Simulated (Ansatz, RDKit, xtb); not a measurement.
**C4H6BNO: which of the isomers drawn lies lowest?**

A sample of isomers of C4H6BNO is drawn. Aim: find which of them has the lowest free energy at 298.15 K, then its properties. The sample is small against all isomers, and the most stable one of this formula need not be in it.

Plan: many cheap relaxations first (GFN2-xTB), then density-functional screening, relaxation at PBE0-D3(BJ)/def2-SVP, vibrations (at GFN2-xTB) and a final energy. The numbers are computed, not measured.

### 1 Possible bonding patterns

Isomers were taken from a list of plausible structures; this is a sample, not all of them. That gives 6 candidates.

| label | SMILES | spin |
| --- | --- | --- |
| c211 | Bc1c[nH]cc1O | singlet |
| c418 | Bn1ccc(O)c1 | singlet |
| c467 | Bc1cccn1O | singlet |
| c670 | Bc1cc(O)c[nH]1 | singlet |
| c748 | Bc1ccn(O)c1 | singlet |
| c956 | Bc1[nH]ccc1O | singlet |

Candidates are built by distance geometry, with a force field where one applies, in up to four conformers (letters a to d).

### 2 Search with GFN2-xTB

All 6 starts are relaxed the same way. One of them, c418a (taken from a list of positional isomers, embedded by distance geometry and UFF), in full:

start.xyz

```xyz
13
c418a
C      0.452027     0.633545    -0.636728
C     -0.237085     1.683851    -1.132379
C     -0.877827     2.247853    -0.029826
C     -0.453908     1.548957     1.103895
B      0.929025    -0.505060     1.667025
N      0.301335     0.543968     0.761399
O     -1.651591     3.379923    -0.023355
H      1.655122    -1.393590     1.186536
H      0.712218    -0.489630     2.783465
H      1.091958    -0.041032    -1.190922
H     -0.299620     2.023112    -2.117521
H     -2.056984     3.771100     0.783591
H     -0.838707     1.788725     2.101501
```

Started as:

```bash
$ xtb start.xyz --gfn 2 --opt
```

Standard output, shortened:

```text
* xtb version 6.7.1
[...]
          :  # basis functions                  34          :
[...]
          :  # electrons                        36          :
[...]
          :  Hamiltonian                  GFN2-xTB          :
[...]
          :  net charge                          0          :
          :  unpaired electrons                  0          :
[...]
   *** convergence criteria satisfied after 15 iterations ***
[...]
   *** GEOMETRY OPTIMIZATION CONVERGED AFTER 8 ITERATIONS ***
[...]
   *** convergence criteria satisfied after 3 iterations ***
[...]
         ::                     SUMMARY                     ::
         :::::::::::::::::::::::::::::::::::::::::::::::::::::
         :: total energy             -19.866240667331 Eh    ::
         :: gradient norm              0.000500057714 Eh/a0 ::
         :: HOMO-LUMO gap              3.123292405661 eV    ::
         ::.................................................::
         :: SCC energy               -20.140550299195 Eh    ::
         :: -> isotropic ES            0.040507115321 Eh    ::
         :: -> anisotropic ES          0.005367375883 Eh    ::
         :: -> anisotropic XC          0.005122669609 Eh    ::
         :: -> dispersion             -0.008684067946 Eh    ::
         :: repulsion energy           0.274309631864 Eh    ::
         :: add. restraining           0.000000000000 Eh    ::
         :: total charge               0.000000000000 e     ::
         :::::::::::::::::::::::::::::::::::::::::::::::::::::
[...]
        18        2.0000           -0.3696752             -10.0594 (HOMO)
        19                         -0.2548963              -6.9361 (LUMO)
[...]
     #   Z          covCN         q      C6AA      α(0)
     1   6 C        3.048    -0.011    28.247     8.717
     2   6 C        3.027    -0.072    29.759     8.948
     3   6 C        2.970     0.126    25.226     8.239
     4   6 C        3.033    -0.064    29.555     8.917
     5   5 B        2.732     0.238    17.824     7.071
     6   7 N        2.757    -0.065    22.495     7.044
     7   8 O        1.659    -0.392    20.702     6.142
     8   1 H        0.940    -0.091     5.260     3.586
     9   1 H        0.939    -0.091     5.246     3.581
    10   1 H        0.926     0.044     2.392     2.418
    11   1 H        0.926     0.048     2.343     2.394
    12   1 H        0.805     0.296     0.732     1.344
    13   1 H        0.926     0.033     2.548     2.496
[...]
     #   Z sym  total        # sym  WBO       # sym  WBO       # sym  WBO
 ---------------------------------------------------------------------------
     1   6 C    3.958 --     2 C    1.649     6 N    1.160    10 H    0.969
                             4 C    0.127
     2   6 C    3.982 --     1 C    1.649     3 C    1.190    11 H    0.973
     3   6 C    3.934 --     4 C    1.568     2 C    1.190     7 O    1.062
     4   6 C    3.931 --     3 C    1.568     6 N    1.134    13 H    0.969
                             1 C    0.127
     5   5 B    3.334 --     6 N    1.237     9 H    0.976     8 H    0.975
     6   7 N    3.649 --     5 B    1.237     1 C    1.160     4 C    1.134
     7   8 O    2.109 --     3 C    1.062    12 H    0.894
     8   1 H    0.991 --     5 B    0.975
     9   1 H    0.991 --     5 B    0.976
    10   1 H    0.998 --     1 C    0.969
    11   1 H    0.997 --     2 C    0.973
[...]
molecular dipole:
                 x           y           z       tot (Debye)
 q only:       -0.010      -0.062       0.342
   full:       -0.075      -0.010       0.506       1.302
molecular quadrupole (traceless):
[...]
          | TOTAL ENERGY              -19.866240667331 Eh   |
          | GRADIENT NORM               0.000500057714 Eh/α |
          | HOMO-LUMO GAP               3.123292405661 eV   |
           -------------------------------------------------
[...]
```

It took 0.12 s on 2 threads of Intel Xeon Platinum 8259CL at 2.50GHz (Skylake/Cascade Lake), shared host.

### 3 The minima found

6 of the 6 relaxations converged. 6 distinct structures remain:

| label | start | SMILES after | spin | energy (kcal/mol) |
| --- | --- | --- | --- | --- |
| c418a | drawn | Bn1ccc(O)c1 | singlet | 0.0 |
| c956a | drawn | Bc1[nH]ccc1O | singlet | 15.9 |
| c670a | drawn | Bc1cc(O)c[nH]1 | singlet | 19.6 |
| c211a | drawn | Bc1c[nH]cc1O | singlet | 21.1 |
| c467a | drawn | Bc1cccn1O | singlet | 47.4 |
| c748a | drawn | Bc1ccn(O)c1 | singlet | 53.3 |

### 4 Single points on the low minima

A choice of the minima (the low ones first, few conformers of a pattern, up to a cap) and the lowest that fell apart get a single point at r2SCAN-D4/def2-SVP on the tight-binding geometry, and one at HF/STO-3G for comparison. The lowest singlets are also tried as triplets at the same geometry (label ending in t). The first, c418a:

input.yaml

```yaml
crystal:
  periodic: [false, false, false]
  atoms:
    - symbol: C
      position_ang: [0.479620, 0.616643, -0.620164]
    - symbol: C
      position_ang: [-0.218365, 1.673336, -1.102233]
    - symbol: C
      position_ang: [-0.857480, 2.286118, 0.020821]
    - symbol: C
      position_ang: [-0.513183, 1.568864, 1.123920]
    - symbol: B
      position_ang: [0.890146, -0.442800, 1.593368]
    - symbol: "N"
      position_ang: [0.319192, 0.524344, 0.748507]
    - symbol: O
      position_ang: [-1.651225, 3.384029, -0.070759]
    - symbol: H
      position_ang: [1.573995, -1.266228, 1.124799]
    - symbol: H
      position_ang: [0.664604, -0.395630, 2.739235]
    - symbol: H
      position_ang: [1.090366, -0.093604, -1.141132]
    - symbol: H
      position_ang: [-0.294094, 2.006830, -2.116935]
    - symbol: H
      position_ang: [-1.971509, 3.622991, 0.805747]
    - symbol: H
      position_ang: [-0.786105, 1.706829, 2.151506]
basis:
  gaussian: {orbitals: def2-SVP}
hamiltonian: {xc: r2scan, dispersion: d4}
scf: {lower_state_search: off}
output: {orbitals: {seedname: orbitals}}
```

Started as:

```bash
$ ansatz run input.yaml --threads 2 --pin off --max-ram 5220MiB --events-out events.jsonl --progress --plain --runs-dir runs
```

Standard output, shortened:

```text
Warning: RAYON_NUM_THREADS=2 ignored (pool sized by the plan → 2); use --threads N
Functional definition: r2SCAN
  name "r2SCAN"
[...]
1449 factors; their error is unknown
[...]
mean field -8447.75579728 eV, -310.4492994557 hartree, gradient 4.8e-6 eV, S^2 0.000000; 0 other end points of the search recorded, 0 dependent functions left out
reference -8447.75580785 eV, -310.4492998441 hartree; 25, 25 occupied and 103, 103 virtual orbitals, 1449 factors
Total energy: -8447.83474325 eV, -310.4522006663 hartree
Checks for a lower state left out: stability, starts, cluster_reference, orbital_swaps, neighbouring_geometries, increment
```

Run time: 2.4 s. Hardware: 2 threads of Intel Xeon Platinum 8259CL at 2.50GHz (Skylake/Cascade Lake), shared host; peak memory 0.18 GiB.

Relative energies in kcal/mol, each column from its lowest structure that stays in one piece:

| label | SMILES | spin | GFN2-xTB | HF/STO-3G | r2SCAN-D4/def2-SVP |
| --- | --- | --- | --- | --- | --- |
| c418a | Bn1ccc(O)c1 | singlet | 0.0 | 0.0 | 0.0 |
| c956a | Bc1[nH]ccc1O | singlet | 15.9 | 19.0 | 5.4 |
| c670a | Bc1cc(O)c[nH]1 | singlet | 19.6 | 24.6 | 11.6 |
| c211a | Bc1c[nH]cc1O | singlet | 21.1 | 24.4 | 12.3 |
| c956at | Bc1[nH]ccc1O | triplet | – | – | 69.8 |
| c418at | Bn1ccc(O)c1 | triplet | – | – | 69.8 |
| c670at | Bc1cc(O)c[nH]1 | triplet | – | – | 76.2 |

### 5 Refinement at PBE0-D3(BJ)/def2-SVP

4 candidates are relaxed at PBE0-D3(BJ)/def2-SVP (chosen among the lowest in one piece). The first, c418a:

input.yaml

```yaml
crystal:
  periodic: [false, false, false]
  atoms:
    - {symbol: C, position_ang: [0.479620, 0.616643, -0.620164]}
    - {symbol: C, position_ang: [-0.218365, 1.673336, -1.102233]}
    - {symbol: C, position_ang: [-0.857480, 2.286118, 0.020821]}
    - {symbol: C, position_ang: [-0.513183, 1.568864, 1.123920]}
    - {symbol: B, position_ang: [0.890146, -0.442800, 1.593368]}
    - {symbol: N, position_ang: [0.319192, 0.524344, 0.748507]}
    - {symbol: O, position_ang: [-1.651225, 3.384029, -0.070759]}
    - {symbol: H, position_ang: [1.573995, -1.266228, 1.124799]}
    - {symbol: H, position_ang: [0.664604, -0.395630, 2.739235]}
    - {symbol: H, position_ang: [1.090366, -0.093604, -1.141132]}
    - {symbol: H, position_ang: [-0.294094, 2.006830, -2.116935]}
    - {symbol: H, position_ang: [-1.971509, 3.622991, 0.805747]}
    - {symbol: H, position_ang: [-0.786105, 1.706829, 2.151506]}
basis:
  gaussian:
    orbitals: def2-SVP
hamiltonian:
  xc: pbe0
  dispersion: d3bj
scf:
  lower_state_search: "off"
relax:
  f_tol: 0.006
```

Started as:

```bash
$ ansatz run input.yaml --threads 2 --pin off --max-ram 5220MiB --events-out events.jsonl --progress --plain --runs-dir runs
```

Standard output, shortened:

```text
Warning: RAYON_NUM_THREADS=2 ignored (pool sized by the plan → 2); use --threads N
[...]
Functional definition: PBE0
  name "PBE0"
[...]
1470 factors; integrals over basis functions are off by at most 3.3e-4 eV
[...]
mean field -8442.90134512 eV, -310.2709016293 hartree, gradient 3.4e-6 eV, S^2 0.000000; 0 other end points of the search recorded, 0 dependent functions left out
[...]
reference -8442.90137317 eV, -310.2709026598 hartree; 25, 25 occupied and 103, 103 virtual orbitals, 1470 factors
relax step   1: F+E_penalty+E_count = -8443.16191077 eV  Δ(F+E_penalty+E_count) = +0.000e0 eV  max|allowed force component| = 9.319e-1 eV/Å  Δτ_max = 0.0000 Å  (16 SCF iters, accepted)
[...]
relax step   5: F+E_penalty+E_count = -8443.23567210 eV  Δ(F+E_penalty+E_count) = -7.740e-5 eV  max|allowed force component| = 9.088e-3 eV/Å  Δτ_max = 0.0053 Å  (14 SCF iters, accepted)
[...]
Atom 4 at     0.895176    -0.449148     1.591468 Å, force     0.000498    -0.000934     0.000794 eV/Å
Atom 5 at     0.313120     0.531139     0.753415 Å, force    -0.001072     0.001789    -0.000434 eV/Å
Atom 6 at    -1.645508     3.382138    -0.090704 Å, force    -0.000217     0.000372    -0.000225 eV/Å
Atom 7 at     1.597284    -1.287479     1.084326 Å, force    -0.000099    -0.000024     0.000580 eV/Å
Atom 8 at     0.666830    -0.407275     2.774373 Å, force     0.000317    -0.000279    -0.000576 eV/Å
Atom 9 at     1.102171    -0.110534    -1.141653 Å, force    -0.000133     0.000111    -0.000259 eV/Å
Atom 10 at    -0.298582     2.016352    -2.133317 Å, force    -0.000204     0.000277    -0.000158 eV/Å
Atom 11 at    -1.976412     3.634708     0.777427 Å, force     0.000199    -0.000284    -0.000105 eV/Å
Atom 12 at    -0.795802     1.710990     2.191055 Å, force     0.000169    -0.000289    -0.000015 eV/Å
Dipole moment:    -0.102885     0.103505     0.159872 e Å
Checks for a lower state left out: stability, starts, cluster_reference, orbital_swaps, neighbouring_geometries, increment
```

Wall time 25 s (2 threads of Intel Xeon Platinum 8259CL at 2.50GHz (Skylake/Cascade Lake), shared host); peak memory 0.31 GiB.

Energy change by step (eV): 0.0000, -0.0669, -0.0735, -0.0737, -0.0738, -0.0738.

After the run. Bond lengths: C1–C2 1.362 Å, C2–C3 1.439 Å, C3–C4 1.369 Å, C1–N6 1.391 Å, C4–N6 1.398 Å, B5–N6 1.415 Å, C3–O7 1.344 Å, B5–H8 1.205 Å, B5–H9 1.205 Å, C1–H10 1.087 Å, C2–H11 1.088 Å, O7–H12 0.963 Å, C4–H13 1.087 Å. Some angles: C1–C2–C3 106.8°, C2–C1–N6 109.4°, C2–C3–C4 107.9°, C2–C3–O7 122.2°, C4–C3–O7 129.8°, C3–C4–N6 108.1°, C1–N6–C4 107.7°, C1–N6–B5 125.4°, C4–N6–B5 126.8°, C1–C2–H11 127.5°.

### 6 Ranking at PBE0-D3(BJ)/def2-SVP

| label | spin | r2SCAN-D4/def2-SVP (kcal/mol) | PBE0-D3(BJ)/def2-SVP, relaxed (kcal/mol) | time |
| --- | --- | --- | --- | --- |
| c418a | singlet | 0.0 | 0.0 | 25 s |
| c956a | singlet | 5.4 | 6.1 | 30 s |
| c670a | singlet | 11.6 | 12.3 | 25 s |
| c211a | singlet | 12.3 | 12.4 | 32 s |

c418a: Bond lengths: C1–C2 1.362 Å, C2–C3 1.439 Å, C3–C4 1.369 Å, C1–N6 1.391 Å, C4–N6 1.398 Å, B5–N6 1.415 Å, C3–O7 1.344 Å, B5–H8 1.205 Å, B5–H9 1.205 Å, C1–H10 1.087 Å, C2–H11 1.088 Å, O7–H12 0.963 Å, C4–H13 1.087 Å. Some angles: C1–C2–C3 106.8°, C2–C1–N6 109.4°, C2–C3–C4 107.9°, C2–C3–O7 122.2°, C4–C3–O7 129.8°, C3–C4–N6 108.1°, C1–N6–C4 107.7°, C1–N6–B5 125.4°, C4–N6–B5 126.8°, C1–C2–H11 127.5°.

c956a: Bond lengths: C2–C3 1.392 Å, C1–C4 1.418 Å, C3–C4 1.405 Å, C1–B5 1.490 Å, C1–N6 1.395 Å, C2–N6 1.342 Å, C4–O7 1.332 Å, B5–H8 1.210 Å, B5–H9 1.217 Å, N6–H10 1.010 Å, C2–H11 1.089 Å, C3–H12 1.087 Å, O7–H13 0.968 Å. Some angles: C2–C3–C4 105.8°, C3–C2–N6 109.5°, C1–C4–C3 109.4°, C1–C4–O7 125.8°, C3–C4–O7 124.8°, C4–C1–B5 128.3°, C4–C1–N6 104.4°, B5–C1–N6 127.2°, C1–N6–C2 110.9°, C2–C3–H12 127.0°.

c670a: Bond lengths: C1–C2 1.410 Å, C2–C3 1.401 Å, C3–C4 1.399 Å, C1–B5 1.507 Å, C1–N6 1.381 Å, C4–N6 1.348 Å, C3–O7 1.349 Å, B5–H8 1.208 Å, B5–H9 1.213 Å, C2–H10 1.089 Å, O7–H11 0.962 Å, C4–H12 1.088 Å, N6–H13 1.011 Å. Some angles: C1–C2–C3 108.3°, C2–C1–B5 131.1°, C2–C1–N6 105.5°, B5–C1–N6 123.4°, C2–C3–C4 107.2°, C2–C3–O7 129.8°, C4–C3–O7 123.0°, C3–C4–N6 107.6°, C1–N6–C4 111.5°, C1–C2–H10 124.5°.

c211a: Bond lengths: C1–C2 1.404 Å, C1–C4 1.444 Å, C3–C4 1.374 Å, C1–B5 1.505 Å, C2–N6 1.340 Å, C3–N6 1.387 Å, C4–O7 1.340 Å, B5–H8 1.210 Å, B5–H9 1.218 Å, C2–H10 1.088 Å, N6–H11 1.011 Å, C3–H12 1.086 Å, O7–H13 0.966 Å. Some angles: C1–C2–N6 108.8°, C2–C1–C4 104.9°, C2–C1–B5 128.0°, C4–C1–B5 127.1°, C1–C4–C3 108.7°, C1–C4–O7 125.8°, C3–C4–O7 125.4°, C4–C3–N6 106.5°, C2–N6–C3 111.0°, C1–C2–H10 129.3°.

### 7 Harmonic analysis of the finalists

The lowest few in one piece go on as finalists. In this search the thermal terms come from GFN2-xTB at its own nearest minimum. The first, c418a:

start.xyz

```xyz
13
c418a
C      0.480315     0.616608    -0.624776
C     -0.223322     1.680217    -1.101718
C     -0.864761     2.294529     0.030296
C     -0.524548     1.579477     1.146487
B      0.895176    -0.449148     1.591468
N      0.313120     0.531139     0.753415
O     -1.645508     3.382138    -0.090704
H      1.597284    -1.287479     1.084326
H      0.666830    -0.407275     2.774373
H      1.102171    -0.110534    -1.141653
H     -0.298582     2.016352    -2.133317
H     -1.976412     3.634708     0.777427
H     -0.795802     1.710990     2.191055
```

Started as:

```bash
$ xtb start.xyz --gfn 2 --ohess tight
```

Standard output, shortened:

```text
* xtb version 6.7.1
[...]
          :  # basis functions                  34          :
[...]
          :  # electrons                        36          :
[...]
          :  Hamiltonian                  GFN2-xTB          :
[...]
          :  net charge                          0          :
          :  unpaired electrons                  0          :
[...]
   *** convergence criteria satisfied after 13 iterations ***
[...]
   *** GEOMETRY OPTIMIZATION CONVERGED AFTER 7 ITERATIONS ***
[...]
   *** convergence criteria satisfied after 3 iterations ***
[...]
         ::                     SUMMARY                     ::
         :::::::::::::::::::::::::::::::::::::::::::::::::::::
         :: total energy             -19.866241271929 Eh    ::
         :: gradient norm              0.000038296228 Eh/a0 ::
         :: HOMO-LUMO gap              3.123423501616 eV    ::
         ::.................................................::
         :: SCC energy               -20.140485313499 Eh    ::
         :: -> isotropic ES            0.040493996301 Eh    ::
         :: -> anisotropic ES          0.005377205718 Eh    ::
         :: -> anisotropic XC          0.005122952333 Eh    ::
         :: -> dispersion             -0.008684074102 Eh    ::
         :: repulsion energy           0.274244041570 Eh    ::
         :: add. restraining           0.000000000000 Eh    ::
         :: total charge               0.000000000000 e     ::
         :::::::::::::::::::::::::::::::::::::::::::::::::::::
[...]
        18        2.0000           -0.3696691             -10.0592 (HOMO)
        19                         -0.2548854              -6.9358 (LUMO)
[...]
molecular dipole:
                 x           y           z       tot (Debye)
 q only:       -0.012      -0.062       0.342
   full:       -0.077      -0.010       0.506       1.302
molecular quadrupole (traceless):
[...]
          | TOTAL ENERGY              -19.866241271930 Eh   |
          | TOTAL ENTHALPY            -19.763139670436 Eh   |
          | TOTAL FREE ENERGY         -19.800131251376 Eh   |
          | GRADIENT NORM               0.000038355791 Eh/α |
[...]
```

Wall time 0.69 s (2 threads of Intel Xeon Platinum 8259CL at 2.50GHz (Skylake/Cascade Lake), shared host); peak memory 0.11 GiB.

### 8 Zero-point energy and free-energy terms

As xtb prints them, at 298.15 K, with its own treatment of low modes:

| label | SMILES | spin | lowest mode (cm⁻¹) | zero-point (kcal/mol) | G − E (kcal/mol) |
| --- | --- | --- | --- | --- | --- |
| c418a | Bn1ccc(O)c1 | singlet | 160 | 60.1 | 41.5 |
| c956a | Bc1[nH]ccc1O | singlet | 176 | 60.0 | 41.4 |
| c670a | Bc1cc(O)c[nH]1 | singlet | 160 | 59.7 | 41.0 |
| c211a | Bc1c[nH]cc1O | singlet | 180 | 59.7 | 41.0 |

### 9 The final energy

Single points at CCSD(T)/def2-SVP + MP2/def2-TZVPP - MP2/def2-SVP on the refined geometries decide the order.

c418a, CCSD(T)/def2-SVP:

input.yaml

```yaml
basis:
  gaussian: {orbitals: def2-SVP}
crystal:
  periodic: [false, false, false]
  atoms:
    - {symbol: C, position_ang: [0.480315, 0.616608, -0.624776]}
    - {symbol: C, position_ang: [-0.223322, 1.680217, -1.101718]}
    - {symbol: C, position_ang: [-0.864761, 2.294529, 0.030296]}
    - {symbol: C, position_ang: [-0.524548, 1.579477, 1.146487]}
    - {symbol: B, position_ang: [0.895176, -0.449148, 1.591468]}
    - {symbol: "N", position_ang: [0.313120, 0.531139, 0.753415]}
    - {symbol: O, position_ang: [-1.645508, 3.382138, -0.090704]}
    - {symbol: H, position_ang: [1.597284, -1.287479, 1.084326]}
    - {symbol: H, position_ang: [0.666830, -0.407275, 2.774373]}
    - {symbol: H, position_ang: [1.102171, -0.110534, -1.141653]}
    - {symbol: H, position_ang: [-0.298582, 2.016352, -2.133317]}
    - {symbol: H, position_ang: [-1.976412, 3.634708, 0.777427]}
    - {symbol: H, position_ang: [-0.795802, 1.710990, 2.191055]}
magnetization: {spin_polarized: false, initial_magnetization: 0}
correlation: {method: ccsd_t, frozen_orbitals: {H: 0, B: 1, O: 1, "N": 1, C: 1}}
```

Started as:

```bash
$ ansatz run input.yaml --threads 2 --pin off --max-ram 5220MiB --events-out events.jsonl --progress --plain --runs-dir runs
```

Standard output, shortened:

```text
Warning: RAYON_NUM_THREADS=2 ignored (pool sized by the plan → 2); use --threads N
Functional definition: HF
  name "HF"
[...]
1313 factors; integrals over basis functions are off by at most 1.2e-3 eV
[...]
mean field -8400.94192550 eV, -308.7289213991 hartree, gradient 1.2e-6 eV, S^2 0.000000; 0 other end points of the search recorded, 0 dependent functions left out; unrestricted orbitals would lower it
7 core orbitals not correlated: weight in the atoms' cores, before any rotation towards them, 1.000 or more for the frozen orbitals, at most 0.000 for the correlated occupied ones
reference -8400.94192550 eV, -308.7289213991 hartree; 18, 18 occupied and 103, 103 virtual orbitals, 1313 factors
second order -25.86092539 eV of doubles, -0.00000000 eV of singles
cycle   1  -26.17682879 eV  change   -3.2e-1 eV  update   1.2e-1
[...]
cycle  10  -27.04727740 eV  change   -4.1e-5 eV  update   4.0e-5
perturbative correction -1.02326674 eV, -0.0376043590 hartree
Total energy: -8429.01246963 eV, -309.7604948691 hartree
```

It took 26 s on 2 threads of Intel Xeon Platinum 8259CL at 2.50GHz (Skylake/Cascade Lake), shared host; peak memory 0.93 GiB.

(Part 1 of 2 ends here.)
